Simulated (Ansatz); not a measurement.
# HfCl4F: one candidate of a structure search

Where does this trial cell of HfCl4F go when cell and atoms are let free?

Program: Ansatz 0.2.0. Level of theory: DFT PBE, scalar-relativistic, plane waves, PAW. These are calculated values, not measurements.

2 further runs of the same task are left out: 1 that didn't finish, 1 set aside as unsound or not needed.

## 1. Starting point

Symmetry: F-43m, No. 216, cubic system. The conventional cell has a = 8.166 Å, b = 8.166 Å, c = 8.166 Å, α = 90.00°, β = 90.00°, γ = 90.00°. Hf (site symmetry -43m) has 12 Cl at 3.39 Å as nearest neighbours. Cl (site symmetry 3m) is surrounded by 1 F at 1.74 Å. F (site symmetry -43m) is surrounded by 4 Cl at 1.74 Å.

Coordinates:

```cif
data_structure
_symmetry_space_group_name_H-M 'F-43m'
_symmetry_Int_Tables_number 216
_cell_length_a 8.1663
_cell_length_b 8.1663
_cell_length_c 8.1663
_cell_angle_alpha 90.000
_cell_angle_beta 90.000
_cell_angle_gamma 90.000
_cell_volume 544.60
loop_
_atom_site_label
_atom_site_type_symbol
_atom_site_symmetry_multiplicity
_atom_site_Wyckoff_symbol
_atom_site_fract_x
_atom_site_fract_y
_atom_site_fract_z
_atom_site_occupancy
Hf1 Hf 4 a 0.00000 0.00000 0.00000 1
Cl1 Cl 16 e 0.87679 0.37679 0.12321 1
F1 F 4 b 0.50000 0.00000 0.00000 1
```

A structure generator made this guess: species swapped into a database cell of LiBH4 (F-43m, No. 216), with Hf on the Li sites, F on the B sites and Cl on the H sites. The dimensions are guesses.

## 2. Probe: one point on a coarse mesh

File input.yaml:

```yaml
crystal:
  lattice:
    - [0.0, 4.08315025, 4.08315025]
    - [4.08315025, 0.0, 4.08315025]
    - [4.08315025, 4.08315025, 0.0]
  atoms:
    - { symbol: Hf, position: [0.0, 0.0, 0.0] }
    - { symbol: Cl, position: [0.86963996, 0.37678668, 0.37678668] }
    - { symbol: Cl, position: [0.37678668, 0.37678668, 0.37678668] }
    - { symbol: Cl, position: [0.37678668, 0.86963996, 0.37678668] }
    - { symbol: Cl, position: [0.37678668, 0.37678668, 0.86963996] }
    - { symbol: F, position: [0.5, 0.5, 0.5] }
basis:
  ecutwfc: 420
kpoints:
  mp_grid: { grid: [4, 4, 4] }
hamiltonian:
  xc: pbe
scf:
  occupations: { method: gaussian, width: 0.1 }
  lower_state_search: "off"
output:
  forces: true
  stress: true
  eigenvalues: true
```

Run with:

```bash
$ ansatz run input.yaml --threads 1 --pin off --max-ram 2560MiB --backend cpu --events-out ev --progress --plain --runs-dir out
```

Further runs follow: rough relaxation on the coarse mesh; full relaxation.

Before running it: what results should come out? Wanted: conventional cell; volume; energy over the elements; gap on the mesh.

**Answer**, as computed:

```
                                                              quantity                                                                      value
                                symmetry at the end (tolerance 0.05 Å)                                                space group F-43m (No. 216)
                                                     conventional cell  a = 9.081 Å, b = 9.081 Å, c = 9.081 Å, α = 90.00°, β = 90.00°, γ = 90.00°
                                                                volume                                                              31.20 Å³/atom
energy over the elements (uncorrected; H, N, O, F and Cl as molecules)                                                              +0.85 eV/atom
                                                       gap on the mesh                                                               none (metal)
```

In words: The space group F-43m (No. 216) is kept, and the volume per atom grows by 37.5 % from the first guess. With a positive formation energy it can't be a ground state. No finished test with a distortion of lower symmetry is shown, so the end may be a saddle point. The runs treat Hf without spin-orbit coupling. Spin polarisation is off in the runs that give these values; a magnetic solution could lie lower.
